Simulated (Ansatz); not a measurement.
# BBrClH₂N: up Jacob's ladder to CCSD(T)

Aim: compute BBrClH₂N with functionals from several rungs and with coupled cluster. The yardstick is the atomisation energy at the CCSD(T) limit.

Program: Ansatz 0.2.0, Gaussian basis. Level of theory: functionals in def2-TZVPP, the program's frozen cores in correlated methods. These are calculated values, not measurements.

Plan: LDA (SPW92), PBE-D4, revPBE-D4, BLYP-D4, r2SCAN-D4, B97M-V, PBE0-D4, B3LYP-D4, r2SCANh-D4, r2SCAN0-D4, HSE06-D4, BHLYP-D4, CAM-B3LYP-D4, LC-ωPBE, ωB97X-V, ωB97M-V, B2PLYP, PBE-QIDH; CCSD(T)/def2-SVP; CCSD(T)/def2-TZVPP; MP2/def2-QZVPP; extrapolation to the limit; RPA on PBE.

## (1) The geometry

The geometry comes from an earlier relaxation with PBE0-D4 in a triple-zeta def2 set; it is a stationary point.

SMILES `NB(Cl)Br`, 6 atoms, charge 0, spin multiplicity 1.

Atoms are counted from 1 here; the program's logs count them from 0.

Bond lengths: N1–B2 1.382 Å, N1–H5 1.005 Å, N1–H6 1.006 Å, B2–Cl3 1.757 Å, B2–Br4 1.926 Å. Angles: B2–N1–H5 122.5°, B2–N1–H6 122.2°, H5–N1–H6 115.3°, N1–B2–Cl3 120.6°, N1–B2–Br4 119.8°, Cl3–B2–Br4 119.6°.

Coordinates:

```xyz
6
BBrClH2N
N     0.55944    0.47617    0.35519
B    -0.40188   -0.31535   -0.24465
Cl   -2.09164    0.16743   -0.23411
Br    0.11160   -1.96284   -1.10068
H     1.53330    0.22775    0.36603
H     0.33128    1.34273    0.81200
```

## (2) LDA

This LDA is Slater exchange with PW92 correlation.

in.yaml reads:

```yaml
crystal:
  periodic: [false, false, false]
  atoms:
    - {symbol: N, position_ang: [0.559439, 0.476174, 0.355193]}
    - {symbol: B, position_ang: [-0.401880, -0.315348, -0.244646]}
    - {symbol: Cl, position_ang: [-2.091643, 0.167428, -0.234109]}
    - {symbol: Br, position_ang: [0.111598, -1.962836, -1.100677]}
    - {symbol: H, position_ang: [1.533301, 0.227748, 0.366035]}
    - {symbol: H, position_ang: [0.331284, 1.342734, 0.812004]}
basis:
  gaussian: {orbitals: def2-TZVPP}
hamiltonian: {xc: lda}
output: {orbitals: {seedname: orbitals}}
```

After this run come: PBE-D4 (GGA); revPBE-D4 (GGA); BLYP-D4 (GGA); r2SCAN-D4 (meta-GGA); B97M-V (meta-GGA); PBE0-D4 (hybrid); B3LYP-D4 (hybrid); r2SCANh-D4 (hybrid); r2SCAN0-D4 (hybrid); HSE06-D4 (hybrid); BHLYP-D4 (hybrid); CAM-B3LYP-D4 (range-separated); LC-ωPBE-D4 (range-separated); ωB97X-V (range-separated); ωB97M-V (range-separated); B2PLYP (double hybrid); PBE-QIDH (double hybrid); CCSD(T) in def2-SVP; CCSD(T) in def2-TZVPP; MP2 in def2-QZVPP; RPA on PBE orbitals.

Q: Predict the results of all the runs planned. Wanted: atomisation energy, CCSD(T)/CBS; farthest beyond LDA; mean size of error, GGA; mean size of error, meta-GGA; mean size of error, hybrid; mean size of error, range-separated; mean size of error, double hybrid; gap, smallest and largest; T1 diagnostic.

As calculated:

```
                               quantity                                                                                                                    value
        atomisation energy, CCSD(T)/CBS                                                                                                           512.0 kcal/mol
functionals within 5.1 kcal/mol (1.0 %)  revPBE-D4, BLYP-D4, B97M-V, B3LYP-D4, r2SCANh-D4, r2SCAN0-D4, CAM-B3LYP-D4, LC-ωPBE, ωB97X-V, ωB97M-V, B2PLYP, PBE-QIDH
                    farthest beyond LDA                                                                                                  PBE-D4 (+17.5 kcal/mol)
                mean size of error, GGA                                                                                                             6.7 kcal/mol
           mean size of error, meta-GGA                                                                                                             4.8 kcal/mol
             mean size of error, hybrid                                                                                                             5.8 kcal/mol
    mean size of error, range-separated                                                                                                             2.2 kcal/mol
      mean size of error, double hybrid                                                                                                             2.8 kcal/mol
              gap, smallest and largest                                                                                5.90 eV (LDA (SPW92)), 13.35 eV (LC-ωPBE)
                          T1 diagnostic                                                                                                                   0.0093
triples share of the correlation energy                                                                                                                    3.9 %
```

What this shows: LDA overbinds by 83.5 kcal/mol (16 %). PBE-D4 is off by +17.5 kcal/mol. Double hybrids carry the basis error of their MP2 part in triple zeta, and no dispersion term here, so their miss is partly the set-up's. The rungs range-separated, double hybrid, meta-GGA miss on average by less than the doubt on the reference (5.1 kcal/mol), so they tie. Misses under about 5.1 kcal/mol are within the doubt on the reference itself, which lacks core-valence correlation, relativity and higher excitations, and its outer-core shells are covered unevenly. All levels share the lack of spin-orbit coupling, which lowers the free heavy atoms and so the true binding. Hartree-Fock recovers 72 % of the binding; the rest is correlation. CCSD(T) in def2-SVP is off by -30.9 kcal/mol, more than most functionals: a good method in a small basis is no reference. Orbital gaps span 5.9 to 13.3 eV; exact exchange widens them. Correlated methods include outer-core shells of Br, which these sets cover unevenly.
